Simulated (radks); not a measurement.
**Nuclear size and the levels of Zr**

Aim: how the total energy, the levels and the density at the nucleus of Zr respond when the nuclear radius is scaled.

The numbers are computed with radks (a radial shooting solver on a logarithmic mesh, Libxc functionals) version 1 (Dirac Kohn-Sham, PBE, spin-unpolarised, spherical densities, finite nucleus; open shells fill j = l - 1/2 first), except any that are marked as measured or tabulated.

**1. Starting point**

| Quantity | Value |
| --- | --- |
| element | zirconium (Z = 40) |
| charge | 0 |
| electrons | 40 |
| configuration | [Kr] 4d2 5s2 |
| nuclear rms radius | 4.2694 fm |

**2. rms radius 4.2694 fm**

The run's settings:

```text
Z 40
configuration [Kr] 4d2 5s2 5p0 6s0
relativity Dirac
functional pbe,pbe
spin unpolarised
j_filling energy
nucleus finite rms 4.2694 fm
c 137.035999084
```

**3. rms radius 3.4796 fm**

Settings, as their differences from step 2:

```diff
@@ -6,3 +6,3 @@
 j_filling energy
-nucleus finite rms 4.2694 fm
+nucleus finite rms 3.4796 fm
 c 137.035999084
```

**4. rms radius 4.0773 fm**

Settings, as their differences from step 3:

```diff
@@ -6,3 +6,3 @@
 j_filling energy
-nucleus finite rms 3.4796 fm
+nucleus finite rms 4.0773 fm
 c 137.035999084
```

**5. rms radius 4.5469 fm**

Settings, as their differences from step 4:

```diff
@@ -6,3 +6,3 @@
 j_filling energy
-nucleus finite rms 4.0773 fm
+nucleus finite rms 4.5469 fm
 c 137.035999084
```

**6. rms radius 5.0763 fm**

Settings, as their differences from step 5:

```diff
@@ -6,3 +6,3 @@
 j_filling energy
-nucleus finite rms 4.5469 fm
+nucleus finite rms 5.0763 fm
 c 137.035999084
```

Before running it: what results should come out? Wanted: for each run, rms radius; total energy shift; density at nucleus; 1s1/2 shift; 2s1/2 shift; 3p1/2 shift; 4s1/2 shift; 4p1/2 shift.

The runs gave:

| rms radius (fm) | total energy shift (eV) | density at nucleus (e/bohr³) | 1s1/2 shift (meV) | 2s1/2 shift (meV) | 3p1/2 shift (meV) | 4s1/2 shift (meV) | 4p1/2 shift (meV) |
| --- | --- | --- | --- | --- | --- | --- | --- |
| 3.4796 | -0.368 | 7.627e+04 | -156 | -16.4 | 0.260 | -0.394 | 0.0687 |
| 4.0773 | -0.0959 | 7.509e+04 | -40.5 | -4.26 | 0.0677 | -0.102 | 0.0178 |
| 4.2694 | 0 | 7.475e+04 | 0 | 0 | 0 | 0 | 0 |
| 4.5469 | 0.145 | 7.429e+04 | 61.5 | 6.46 | -0.103 | 0.155 | -0.0272 |
| 5.0763 | 0.446 | 7.349e+04 | 189 | 19.8 | -0.315 | 0.476 | -0.0832 |

What this shows: Shifts are against the first run. Over the range the 1s1/2 level moves by 0.344 eV and the 4p1/2 level by -0.152 meV. A larger nucleus binds the 1s electrons less and lowers the density at its centre. These are shifts of eigenvalues, not the field shifts of spectral lines.
